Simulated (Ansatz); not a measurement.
# CHBCl2Se: the cost of one run

Computed with Ansatz 0.2.0, driven from Python. Level of theory: B3LYP/def2-SVP.

## 1. The system

Bond lengths: Cl1–B2 1.843 Å, B2–Cl3 1.844 Å, B2–C4 1.560 Å, C4–Se5 2.174 Å, C4–H6 1.084 Å. Angles: Cl1–B2–Cl3 119.9°, Cl1–B2–C4 119.9°, Cl3–B2–C4 120.2°, B2–C4–Se5 132.5°, B2–C4–H6 120.3°, Se5–C4–H6 107.2°.

No structure file is read: the coordinates are typed or built in the script.

## 2. The code

run_opt.py

```python
import ansatz as az
import numpy as np

GEOMETRY = """
Cl   -1.46020    1.69730   -0.42330
B    -0.81120    0.00480   -0.09170
Cl   -1.97220   -1.42460   -0.00360
C     0.71990   -0.21510    0.11370
Se    2.41530    1.14620    0.09580
H     1.10830   -1.20860    0.30910
"""


def main() -> None:
    mol = az.Crystal.molecule()
    for line in GEOMETRY.strip().splitlines():
        symbol, *xyz = line.split()
        mol = mol.atom(symbol, [float(v) for v in xyz])

    model = mol.calculation()
    model = model.basis(gaussian="def2-SVP").functional("B3LYP")
    symbols = [site.symbol for site in mol.cartesian_sites]
    start = np.array([site.position_ang for site in mol.cartesian_sites], dtype=float)
    def progress(event):
        if event["event"] == "relax_step":
            row = event["data"]
            print(f"step {row['step']:3d}  E = {row['lagrangian_ev']:.6f} eV  largest force component {row['allowed_force_max_ev_ang']:.4f} eV/A")


    report = model.relax(force_tolerance=0.02).session().plan().execute(on_event=progress).report
    end = np.array(report["positions_ang"])

    print("reference energy %16.6f eV" % report["reference_energy_ev"])
    print("total energy     %16.6f eV" % report["free_energy_ev"])
    print("occupied orbitals outside the frozen core (up, down):", report["n_occupied"], " frozen:", report["n_frozen"], " virtual:", report["n_virtual"])

    print("final positions (A) and the move of each atom")
    for symbol, xyz, old in zip(symbols, end, start):
        print(f"{symbol:2s} {xyz[0]:10.5f} {xyz[1]:10.5f} {xyz[2]:10.5f}   {np.linalg.norm(xyz - old):7.4f}")


if __name__ == "__main__":
    main()
```

## 3. Running it

Command:

```
$ python run_opt.py
```

What time and memory should one allow on 1 thread of Arm Neoverse V2, shared host?

About 40 s, with a peak of 0.31 GiB.
